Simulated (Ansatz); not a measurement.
# CH8BNO: the cost of one run

All numbers below are computed with Ansatz 0.2.0 (RKS PBE-D4/cc-pVDZ).

## 1. The system as given

Bond lengths: N2–H3 1.060 Å, N2–H4 1.060 Å, B1–H5 1.190 Å, B1–H6 1.190 Å, B1–O7 1.710 Å, O7–C8 1.420 Å, C8–H9 1.110 Å, C8–H10 1.110 Å, C8–H11 1.110 Å, N2–H12 1.135 Å. Angles: H3–N2–H4 120.0°, H3–N2–H12 106.4°, H4–N2–H12 90.3°, H5–B1–H6 120.0°, H5–B1–O7 105.4°, H6–B1–O7 92.8°, B1–O7–C8 125.0°, O7–C8–H9 109.5°, O7–C8–H10 109.5°, O7–C8–H11 109.5°, H9–C8–H10 109.4°, H9–C8–H11 109.4°, H10–C8–H11 109.4°.

Coordinates:

```xyz
12

B     0.0000    0.0000    0.0000
N     0.0000    0.0000    1.9000
H    -0.8770   -0.2713    2.4300
H     0.8770    0.2713    2.4300
H     1.0305    0.0000   -0.5950
H    -1.0305    0.0000   -0.5950
O    -0.2139    1.6086    0.5392
C    -1.4111    2.3603    0.4047
H    -2.1842    1.7397   -0.0944
H    -1.7728    2.6639    1.4093
H    -1.2133    3.2659   -0.2060
H    -0.1432    1.0772    1.5734
```

## 2. A restrained relaxation towards end A

Springs on the bonds that form and break draw the guess towards this end; the thresholds are loose.

input.yaml reads:

```yaml
crystal:
  periodic: [false, false, false]
  atoms:
    - { symbol: B, position_ang: [0.0, 0.0, 0.0] }
    - { symbol: "N", position_ang: [0.0, 0.0, 1.9] }
    - { symbol: H, position_ang: [-0.877, -0.2713, 2.43] }
    - { symbol: H, position_ang: [0.877, 0.2713, 2.43] }
    - { symbol: H, position_ang: [1.0305, 0.0, -0.595] }
    - { symbol: H, position_ang: [-1.0305, 0.0, -0.595] }
    - { symbol: O, position_ang: [-0.2139, 1.6086, 0.5392] }
    - { symbol: C, position_ang: [-1.4111, 2.3603, 0.4047] }
    - { symbol: H, position_ang: [-2.1842, 1.7397, -0.0944] }
    - { symbol: H, position_ang: [-1.7728, 2.6639, 1.4093] }
    - { symbol: H, position_ang: [-1.2133, 3.2659, -0.206] }
    - { symbol: H, position_ang: [-0.1432, 1.0772, 1.5734] }
basis:
  gaussian: { orbitals: cc-pVDZ }
hamiltonian:
  xc: pbe
  dispersion: d4
relax:
  f_tol: 0.15
  max_steps: 25
  restrain:
    - { distance: [0, 6], at: 2.61, k: 30.0 }
    - { distance: [11, 1], at: 2.26, k: 30.0 }
    - { distance: [0, 1], at: 1.55, k: 30.0 }
    - { distance: [11, 6], at: 1.01, k: 30.0 }
output:
  orbitals: {}
```

Launch:

```
> ansatz run input.yaml --threads 2 --pin off --max-ram 3072MiB --backend cpu --events-out ev --progress --plain --runs-dir out
```

Q: Estimate wall time and peak memory on 2 threads of Arm Neoverse V1, shared host.

About 17 s, with a peak of 0.15 GiB.
